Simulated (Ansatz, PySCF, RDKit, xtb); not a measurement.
# C3H9BClN: ranking a sample of isomers

Which of a sample of isomers of C3H9BClN is the most stable in the gas at 298.15 K, and what are its properties? The sample is small against all isomers, and the most stable one of this formula need not be in it.

Plan: many cheap relaxations first (GFN2-xTB), then density-functional screening, relaxation at PBE-D3(BJ)/def2-SVP, vibrations (at GFN2-xTB) and a final energy. The numbers are computed, not measured.

### Step 1. Candidates

Isomers were taken from a list of plausible structures; this is a sample, not all of them. That gives 4 candidates.

| label | SMILES | spin |
| --- | --- | --- |
| c445 | C=C(C)[B@H-]([NH3+])Cl | singlet |
| c845 | CCNB(C)Cl | singlet |
| c928 | C=CC[NH2+][BH2-]Cl | singlet |
| c970 | [NH3+][BH2-]C/C=C\Cl | singlet |

Candidates are built by distance geometry, with a force field where one applies, in up to four conformers (letters a to d).

**Question.** With final energies at CCSD(T)/def2-SVP + MP2/def2-TZVPP - MP2/def2-SVP, which structure will this search put lowest in free energy, and by what margin?

| quantity | value |
| --- | --- |
| lowest structure found | CCNB(C)Cl, singlet |
| next finalist | C=CC[NH2+][BH2-]Cl, singlet, 43.9 kcal/mol higher in G |
| share at equilibrium, among the finalists | 100.0 % |
| dipole moment (PBE0/def2-SVPD) | 2.71 D |
| HOMO energy (PBE0/def2-SVPD) | -7.69 eV |
| LUMO energy (PBE0/def2-SVPD) | 0.21 eV |
| HOMO–LUMO gap (PBE0/def2-SVPD) | 7.90 eV |
| lowest excitation (TD-PBE0/def2-SVPD) | 6.68 eV (f = 0.010) |
| strongest of the states computed, same level | 7.32 eV (f = 0.166) |
| lowest triplet excitation, same level, Tamm-Dancoff | 5.79 eV |
| vertical ionisation energy | 9.59 eV |
| vertical electron affinity | -1.18 eV (unbound: the value depends on the basis) |
| vertical triplet less singlet | +5.94 eV |

`CCNB(C)Cl` comes out lowest. Among the finalists first place is clear (43.9 kcal/mol); structures outside the list aren't covered. r2SCAN-D4/def2-SVP, PBE-D3(BJ)/def2-SVP, HF/def2-SVP and MP2/def2-SVP already put its bonding pattern lowest among the structures in one piece. 2 minima inside the window were never screened. The search is not exhaustive (a finite list of starts, one conformer a finalist), so a lower isomer can't be ruled out. Only 4 drawn patterns were tried, so whole families of isomers are missing, and the result ranks this sample alone. The lowest isomer need not be the one that is made and kept in a bottle, which depends on barriers.
